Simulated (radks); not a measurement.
**Taking charge from the 1s level of He in fractions**

What happens to E and to the 1s eigenvalue of He when a fraction of an electron is removed? The exact functional would give straight lines between whole numbers for a frontier level.

The numbers are computed with radks (a radial shooting solver on a logarithmic mesh, Libxc functionals) version 1 (scalar-relativistic Kohn-Sham, PBE, spin-polarised, spherical densities, finite nucleus), except any that are marked as measured or tabulated.

2 further runs of the same task are left out: 2 that didn't finish.

## Step 1: What is computed

| Item | Value |
| --- | --- |
| element | helium (Z = 2) |
| charge | 0 |
| electrons | 2 |
| configuration | 1s(up 1, down 1) |
| nuclear rms radius | 1.6755 fm |

A shell typed twice in an input gives spin up, then spin down.

## Step 2: Start: 1s(up 1, down 1)

Input:

```text
Z 2
configuration 1s1 1s1
relativity scalar-relativistic
functional pbe,pbe
spin polarised
nucleus finite rms 1.6755 fm
c 137.035999084
```

## Step 3: 0.1 electron removed from 1s

Changes since step 2:

```diff
@@ -1,3 +1,3 @@
 Z 2
-configuration 1s1 1s1
+configuration 1s1 1s0.9
 relativity scalar-relativistic
```

## Step 4: 0.2 electron removed from 1s

Changes since step 3:

```diff
@@ -1,3 +1,3 @@
 Z 2
-configuration 1s1 1s0.9
+configuration 1s1 1s0.8
 relativity scalar-relativistic
```

## Step 5: 0.3 electron removed from 1s

Changes since step 4:

```diff
@@ -1,3 +1,3 @@
 Z 2
-configuration 1s1 1s0.8
+configuration 1s1 1s0.7
 relativity scalar-relativistic
```

## Step 6: 0.4 electron removed from 1s

Changes since step 5:

```diff
@@ -1,3 +1,3 @@
 Z 2
-configuration 1s1 1s0.7
+configuration 1s1 1s0.6
 relativity scalar-relativistic
```

## Step 7: 0.5 electron removed from 1s

Changes since step 6:

```diff
@@ -1,3 +1,3 @@
 Z 2
-configuration 1s1 1s0.6
+configuration 1s1 1s0.5
 relativity scalar-relativistic
```

## Step 8: 0.6 electron removed from 1s

Changes since step 7:

```diff
@@ -1,3 +1,3 @@
 Z 2
-configuration 1s1 1s0.5
+configuration 1s1 1s0.4
 relativity scalar-relativistic
```

## Step 9: 0.7 electron removed from 1s

Changes since step 8:

```diff
@@ -1,3 +1,3 @@
 Z 2
-configuration 1s1 1s0.4
+configuration 1s1 1s0.3
 relativity scalar-relativistic
```

## Step 10: 1 electron removed from 1s

Changes since step 9:

```diff
@@ -1,3 +1,3 @@
 Z 2
-configuration 1s1 1s0.3
+configuration 1s1 1s0
 relativity scalar-relativistic
```

Before running it: what results should come out? Wanted: for each run, removed; E − E(0); eigenvalue.

**Answer**, as computed:

```tsv
removed (e)	E − E(0) (eV)	eigenvalue (eV)
0	0.000	-15.764
0.1	1.666	-17.567
0.2	3.514	-19.399
0.3	5.547	-21.247
0.4	7.764	-23.097
0.5	10.165	-24.925
0.6	12.747	-26.700
0.7	15.502	-28.372
```

What this shows: The trapezoid integral of minus the eigenvalue gives 15.500 eV over the range, against 15.502 eV from the energies (Janak's theorem; approximate here, since the scalar-relativistic density holds large components alone). The eigenvalue moves by 18.0 eV per electron.
